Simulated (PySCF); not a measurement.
# CH3F4MoN ([Mo(NMe)F4]-): the cost of one run

Computed with PySCF 2.14.0 and routines of our own; the level stands in each step. Atoms count from 0.

## 1. The system as given

10 atoms, charge -1, multiplicity 2; geometry from: GFN2-xTB.

## 2. Geometry optimisation at PBE0-D3(BJ)/def2-SVP

The job: settings as JSON, then the geometry in Å.

```
{"job": {"xc": "PBE0", "basis": "def2-SVP", "d3": "d3bj", "grid": 1, "maxiter": 30, "shake": 0.03, "kind": "geom"}, "charge": -1, "multiplicity": 2}
Mo     0.070140    -0.070340    -1.273800
N     -0.017930    -0.017010     0.443370
C     -0.071110    -0.018000     1.840630
H     -0.930180     0.139270     2.240780
H      0.361030    -0.986890     2.222780
H      0.610160     0.809010     2.258660
F      1.877740     0.011350    -1.936590
F      0.048280     1.861750    -1.956300
F     -1.828690     0.021980    -1.898000
F      0.005210    -1.827870    -1.937110
```

Command:

```console
$ OMP_NUM_THREADS=1 python heavy_run.py task.json out
```

This one command runs all jobs of the session in turn.

Q: Estimate the wall time and peak memory of this first job on 1 thread of Arm Neoverse V1, shared host.

About 2.7 min, with a peak of 0.58 GiB.
